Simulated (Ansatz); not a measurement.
Crystal: Ge2Sb2Te5.

```
Te Sb Ge
1.0
     6.83914   -3.06601    0.00000
     6.83914    3.06601    0.00000
    -6.83098    0.00000    6.84761
Te Sb Ge
5 2 2
Direct
  0.59470 0.59470 0.38643
  0.79529 0.79529 0.19611
  0.00832 0.00832 0.00643
  0.20652 0.20652 0.80980
  0.39996 0.39996 0.59712
  0.90171 0.90171 0.58787
  0.11187 0.11187 0.41735
  0.28429 0.28429 0.18783
  0.49734 0.49734 0.01104
```

The cell comes from a database or a generator and needn't be the stable form of this composition.

```yaml
Program: Ansatz 0.2.0
Task: relaxation of cell and atoms
Functional: LDA
Potentials_or_basis: Ansatz PAW
Cutoff: "420 eV (not typed: the program's choice for these potentials)"
k_mesh: 5 × 5 × 4
Occupations: fermi-dirac, width 0.05 eV
Spin: no spin polarisation
```

At the start: volume 31.91 Å³/atom.

Task: How do energy, volume and symmetry change on relaxing?

Result: It ends after 11 steps and the volume is 29.18 Å³/atom (-8.5 %); space group Cm (No. 8, to 0.05 Å).

Step by step:
| step | energy change (eV) | largest force (eV/Å) | volume (Å³) |
| --- | --- | --- | --- |
| 1 | 0.0000 | 0.2418 | 287.17 |
| 2 | -0.1836 | 0.4241 | 250.72 |
| 3 | -0.2920 | 0.0562 | 263.94 |
| 4 | -0.2958 | 0.0389 | 262.07 |
| 5 | -0.2963 | 0.0608 | 262.11 |
| 6 | -0.2976 | 0.0487 | 261.73 |
| 7 | -0.2983 | 0.0427 | 262.05 |
| 8 | -0.2989 | 0.0207 | 262.32 |
| 9 | -0.2991 | 0.0105 | 262.51 |
| 10 | -0.2992 | 0.0095 | 262.65 |
| 11 | -0.2940 | 0.0094 | 262.65 |

Final structure:
```
Te Sb Ge
1.0
     6.65079   -2.98328   -0.02871
     6.65079    2.98328   -0.02871
    -6.67160    0.00000    6.64756
Te Sb Ge
5 2 2
Cartesian
  5.3205 0.0000 2.5767
  9.3435 0.0000 1.1733
  0.0148 0.0000 -0.0068
  -2.6127 0.0000 5.4153
  1.4566 0.0000 3.9809
  8.0391 0.0000 3.7880
  -1.3315 0.0000 2.8180
  2.4307 0.0000 1.2583
  6.5359 0.0000 0.0502
```

Caveat: the plane-wave basis is chosen anew once the cell has moved, so the energies of steps on either side of that aren't comparable; the PAW data sets come from PBE, with cores solved anew for the run's functional, which leaves a small shift of forces and pressure.
